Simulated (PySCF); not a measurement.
# C15H11N: excited states

Aim: compute the excited states of C15H11N (`[C-]#[N+]c1ccc(/C=C/c2ccccc2)cc1`).

Computed with PySCF 2.14.0 and routines of our own; the level stands in each step. Atoms count from 0.

## (1) The starting structure

27 atoms, charge 0, multiplicity 1; geometry from: GFN2-xTB.

## (2) Excited states: TDDFT B3LYP/def2-SVPD

The job: settings as JSON, then the geometry in Å.

```
{"job": {"kind": "states", "xc": "B3LYP", "basis": "def2-SVPD", "tpa": true, "nstates": 6, "nquad": 5, "ntriplets": 0}, "charge": 0, "multiplicity": 1}
C      6.905902    -0.404761    -0.350632
N      5.748775    -0.260914    -0.282501
C      4.402250    -0.095961    -0.203681
C      3.565618    -1.211192    -0.184219
C      2.201234    -1.043303    -0.102547
C      1.632018     0.233424    -0.038779
C      0.205627     0.470428     0.048309
C     -0.761311    -0.458720     0.082435
C     -2.187818    -0.209920     0.170002
C     -3.058310    -1.304198     0.195159
C     -4.425199    -1.128269     0.278371
C     -4.958488     0.148672     0.339026
C     -4.110986     1.244988     0.315541
C     -2.744084     1.070902     0.231841
C      2.492431     1.338181    -0.062094
C      3.858748     1.185860    -0.142450
H      3.999794    -2.198847    -0.233359
H      1.570075    -1.917813    -0.089552
H     -0.065944     1.516800     0.087545
H     -0.496120    -1.507262     0.043545
H     -2.649627    -2.303999     0.147447
H     -5.077809    -1.989027     0.296525
H     -6.027124     0.289031     0.403596
H     -4.521425     2.243371     0.362694
H     -2.105945     1.940889     0.214998
H      2.074228     2.333585    -0.014682
H      4.513596     2.044478    -0.159541
```

Level: TDDFT B3LYP/def2-SVPD excited states, vertical, gas phase, two-photon moments by quadratic response.

Run with:

```sh
$ OMP_NUM_THREADS=2 python excited_run.py task.json out
```

The driver reads the jobs from task.json and runs them one after another.

The log of the run:

```text
coarse grid: 24176 points
cycle   1  E = -632.2876510230  dE =  2.822e+00  |g| = 5.190e-01  |ddm| = 4.865e+01
cycle   2  E = -632.2616829845  dE =  2.597e-02  |g| = 6.108e-01  |ddm| = 1.457e+01
cycle   3  E = -632.3580899844  dE = -9.641e-02  |g| = 1.666e-01  |ddm| = 5.391e+00
cycle   4  E = -632.3639382241  dE = -5.848e-03  |g| = 7.667e-02  |ddm| = 7.994e-01
cycle   5  E = -632.3652212976  dE = -1.283e-03  |g| = 2.309e-02  |ddm| = 4.874e-01
cycle   6  E = -632.3653622708  dE = -1.410e-04  |g| = 5.777e-03  |ddm| = 1.388e-01
cycle   7  E = -632.3653695334  dE = -7.263e-06  |g| = 1.772e-03  |ddm| = 3.221e-02
final grid: 238208 points
cycle   8  E = -632.4917891087  dE = -9.174e-05  |g| = 6.982e-03  |ddm| = 9.980e-01
cycle   9  E = -632.4917824139  dE =  6.695e-06  |g| = 8.670e-03  |ddm| = 1.782e-01
cycle  10  E = -632.4918021428  dE = -1.973e-05  |g| = 1.597e-03  |ddm| = 9.147e-02
cycle  11  E = -632.4918028128  dE = -6.700e-07  |g| = 4.712e-04  |ddm| = 9.077e-03
cycle  12  E = -632.4918028659  dE = -5.302e-08  |g| = 2.061e-04  |ddm| = 2.788e-03
cycle  13  E = -632.4918028742  dE = -8.333e-09  |g| = 7.856e-05  |ddm| = 9.195e-04
cycle  14  E = -632.4918028756  dE = -1.452e-09  |g| = 2.206e-05  |ddm| = 4.368e-04
cycle  15  E = -632.4918028758  dE = -1.214e-10  |g| = 4.983e-06  |ddm| = 1.160e-04
converged SCF energy = -632.4918028758

Singlet excitations
state   eV       nm        f     d(h-e)  d(exc)  Lambda  PR(NTO)  |dmu|/D   mu/D   delta(TPA)   sigma/GM   main configurations
  1   3.6649   338.3   1.12236   1.265   5.025   0.821   1.081    3.142    8.080     1926.02      9.477   H->L 0.98
  2   4.3746   283.4   0.03023   1.483   4.590   0.522   1.756    4.767    9.703      809.67      5.677   H->L+1 0.69, H-3->L 0.22
  3   4.4400   279.2   0.00580   1.945   5.096   0.492   1.818    6.185   11.119      390.46      2.820   H-1->L 0.64, H->L+3 0.13, H->L+2 0.13
  4   4.7468   261.2   0.01278   0.244   6.348   0.750   2.000    0.749    5.685    50058.17    413.214   H->L+2 0.45, H-2->L 0.43
  5   4.9901   248.5   0.12051   0.616   5.609   0.617   2.129    1.960    2.996     2542.19     23.192   H->L+3 0.36, H-1->L 0.23, H->L+2 0.16
  6   5.0872   243.7   0.06133   0.167   5.122   0.534   1.960                                            H-3->L 0.62, H->L+1 0.20
```

Wall time 6.1 min (2 threads of Intel Xeon at 2.70GHz, shared host); peak memory 2.4 GiB.

## (3) Excited states: TDA HF/def2-SVP

The job, as its differences from that of step 2:

```diff
@@ -1,2 +1,2 @@
-{"job": {"kind": "states", "xc": "B3LYP", "basis": "def2-SVPD", "tpa": true, "nstates": 6, "nquad": 5, "ntriplets": 0}, "charge": 0, "multiplicity": 1}
+{"job": {"kind": "states", "xc": "HF", "basis": "def2-SVP", "tda": true, "soc": true, "nstates": 2, "ntriplets": 6, "nquad": 4, "frozen_core": false}, "charge": 0, "multiplicity": 1}
 C      6.905902    -0.404761    -0.350632
```

Method: TDA HF/def2-SVP excited states, vertical, gas phase, spin-orbit mean-field couplings.

The log of the run:

```text
final grid: 238208 points
cycle   1  E = -628.1855409906  dE =  5.188e+00  |g| = 6.955e-01  |ddm| = 6.163e+00
cycle   2  E = -628.3566978069  dE = -1.712e-01  |g| = 2.405e-01  |ddm| = 1.469e+00
cycle   3  E = -628.3700787350  dE = -1.338e-02  |g| = 1.528e-01  |ddm| = 5.730e-01
cycle   4  E = -628.3760708230  dE = -5.992e-03  |g| = 2.812e-02  |ddm| = 1.855e-01
cycle   5  E = -628.3762946238  dE = -2.238e-04  |g| = 6.550e-03  |ddm| = 3.867e-02
cycle   6  E = -628.3763170054  dE = -2.238e-05  |g| = 2.476e-03  |ddm| = 1.376e-02
cycle   7  E = -628.3763220009  dE = -4.996e-06  |g| = 1.087e-03  |ddm| = 6.276e-03
cycle   8  E = -628.3763231085  dE = -1.108e-06  |g| = 5.636e-04  |ddm| = 2.708e-03
cycle   9  E = -628.3763235344  dE = -4.259e-07  |g| = 2.665e-04  |ddm| = 1.873e-03
cycle  10  E = -628.3763236471  dE = -1.127e-07  |g| = 1.070e-04  |ddm| = 1.123e-03
cycle  11  E = -628.3763236653  dE = -1.824e-08  |g| = 3.661e-05  |ddm| = 5.012e-04
cycle  12  E = -628.3763236666  dE = -1.262e-09  |g| = 1.403e-05  |ddm| = 1.244e-04
cycle  13  E = -628.3763236667  dE = -1.376e-10  |g| = 5.928e-06  |ddm| = 3.150e-05
converged SCF energy = -628.3763236667

Singlet excitations
state   eV       nm        f     d(h-e)  d(exc)  Lambda  PR(NTO)  |dmu|/D   mu/D   main configurations
  1   4.5335   273.5   1.39222   0.221   3.779   0.805   1.251    0.998    5.178   H->L 0.87
  2   5.7237   216.6   0.00765   0.210   3.275   0.505   1.990    0.935    5.114   H->L+1 0.42, H-3->L 0.33, H-2->L+1 0.13

Triplet excitations (Tamm-Dancoff)
state   eV     d(h-e)  d(exc)  Lambda  PR(NTO)   main configurations
  1   2.2125   0.036   3.161   0.797   1.560   H->L 0.70
  2   3.2929   0.027   2.601   0.748   4.014   H-2->L 0.29, H->L+2 0.18, H-3->L+1 0.13
  3   3.9968   0.008   2.338   0.750   4.245   H-4->L 0.17, H-1->L+3 0.17, H-3->L+1 0.14
  4   4.6729   0.167   3.114   0.517   1.875   H->L+1 0.42, H-3->L 0.26, H-2->L+1 0.17
  5   4.7646   0.096   3.090   0.580   2.032   H-1->L 0.28, H->L+3 0.24, H-1->L+2 0.16
  6   4.7930   0.074   2.842   0.811   2.371   H-3->L+1 0.53, H-2->L 0.12, H->L+2 0.12
S1 - T1 = 2.3210 eV

Spin-orbit couplings |<S|Hso|T>| (cm-1)
             T1       T2       T3       T4       T5       T6
S0        0.004    0.005    0.002    0.061    0.015    0.029
S1        0.010    0.002    0.015    0.058    0.039    0.009
S2        0.017    0.015    0.011    0.001    0.003    0.005
T1 sublevels (cm-1): 0.000 0.000 0.000   radiative rates (1/s): 2.9e-07 1.81e-08 3.41e-05
```

Run time: 1.7 min. Hardware: 2 threads of Intel Xeon at 2.70GHz, shared host; peak memory 1.8 GiB.

From this job:

| quantity | value |
| --- | --- |
| S1 less T1 | 2.32 eV |

## (4) What came out

| quantity | value |
| --- | --- |
| S1 less T1 (step 3, TDA HF/def2-SVP) | 2.32 eV |

**Reading.** In step 3, the number of triplets below S1 is 3, and the largest singlet-triplet spin-orbit coupling is S0–T4, 0.06 cm⁻¹.
